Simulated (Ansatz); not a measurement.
# AlGaHCl+ (doublet): the correlation ladder, cc-pVDZ

How much of the correlation energy of AlGaHCl+ (doublet) does each wave-function method recover here?

The runs use Ansatz 0.2.0, Gaussian basis; cc-pVDZ, core rule «outside noble gas», up to 24 orbitals frozen.

Plan: UHF; CCSD(T) on ROHF; CCSD(T) on UHF; BCCD(T) on ROHF; CISD as a restricted active space (open shells left free, so some higher excitations enter); CCSDT(Q) on ROHF; CCSDT(Q) on UHF; CASSCF and MRCISD+Q, 9 electrons in 9 orbitals; CASSCF and NEVPT4(SD), 9 electrons in 9 orbitals; CASSCF and NEVPT2, 9 electrons in 9 orbitals.

25 further runs of the same task are left out: 3 for a known fault of the program, 11 that didn't finish, 11 set aside as unsound or not needed. Runs told in other sessions of the task aren't counted.

## (1) The geometry

The geometry is a PBE0/def2-TZVP stationary point (not a proven minimum) of the parent state, kept for this charge and spin. No spin-orbit coupling is included. The filled d shell of Ga may be among the frozen orbitals whatever the setting's name suggests.

4 atoms, charge 1, spin multiplicity 2.

Atoms are counted from 1 here; the program's logs count them from 0.

Bond lengths: Cl1–Al2 2.129 Å, Al2–Ga3 2.649 Å, Al2–H4 1.897 Å, Ga3–H4 1.875 Å. Angles: Cl1–Al2–Ga3 150.0°, Cl1–Al2–H4 104.9°, Ga3–Al2–H4 45.1°, Al2–Ga3–H4 45.7°, Al2–H4–Ga3 89.2°.

## (2) UHF

in.yaml reads:

```yaml
crystal:
  periodic: [false, false, false]
  atoms:
    - {symbol: Cl, position_ang: [0.000000, 0.190032, 2.849429]}
    - {symbol: Al, position_ang: [0.000000, -0.473503, 0.826644]}
    - {symbol: Ga, position_ang: [0.000000, 0.070478, -1.765763]}
    - {symbol: H, position_ang: [0.000000, 1.115800, -0.209029]}
basis:
  gaussian: {orbitals: cc-pVDZ}
total_charge: 1
magnetization: {spin_polarized: true, initial_magnetization: 1}
hamiltonian: {xc: hf}
output: {orbitals: {seedname: orbitals}}
```

Started as:

```bash
$ ansatz run in.yaml --threads 1 --pin off --events-out ev --progress --plain --max-ram 2393MiB
```

After this run come: CCSD(T) on ROHF; CCSD(T) on UHF; BCCD(T) on ROHF; CISD as a restricted active space (open shells left free, so some higher excitations enter); CCSDT(Q) on ROHF; CCSDT(Q) on UHF; CASSCF and MRCISD+Q, 9 electrons in 9 orbitals; CASSCF and NEVPT4(SD), 9 electrons in 9 orbitals; CASSCF and NEVPT2, 9 electrons in 9 orbitals.

Before running them: what should the planned runs give, taken together? Wanted: UCCSDT(Q) from the RHF energy; RMP2 from UCCSDT(Q); UMP2 from UCCSDT(Q); RCCSD from UCCSDT(Q); RCCSD(T) from UCCSDT(Q); UCCSD(T) from UCCSDT(Q); RCCSDT(Q) from UCCSDT(Q); MRCISD+Q frontier from UCCSDT(Q); T1 diagnostic.

**Answer**, as computed:

| quantity | value |
| --- | --- |
| UCCSDT(Q) from the ROHF energy | -7.1999 eV |
| RMP2 from UCCSDT(Q) | +118.0 kJ/mol |
| UMP2 from UCCSDT(Q) | +118.8 kJ/mol |
| RCCSD from UCCSDT(Q) | +23.1 kJ/mol |
| RCCSD(T) from UCCSDT(Q) | +4.8 kJ/mol |
| UCCSD(T) from UCCSDT(Q) | +4.8 kJ/mol |
| RCCSDT(Q) from UCCSDT(Q) | +0.2 kJ/mol |
| MRCISD+Q frontier from UCCSDT(Q) | +7.7 kJ/mol |
| levels within 1 kcal/mol (43 meV) | RCCSDT, UCCSDT, RCCSDT(Q) |
| T1 diagnostic | 0.024 |

RCCSD(T) lands +4.8 kJ/mol from the yardstick (0.7 % of the correlation energy). These misses are within one basis, not against nature; the frozen cores of restricted and unrestricted runs differ, which can shift their rows.

With open shells the CI space here admits some higher excitations, so it is larger than plain CISD.
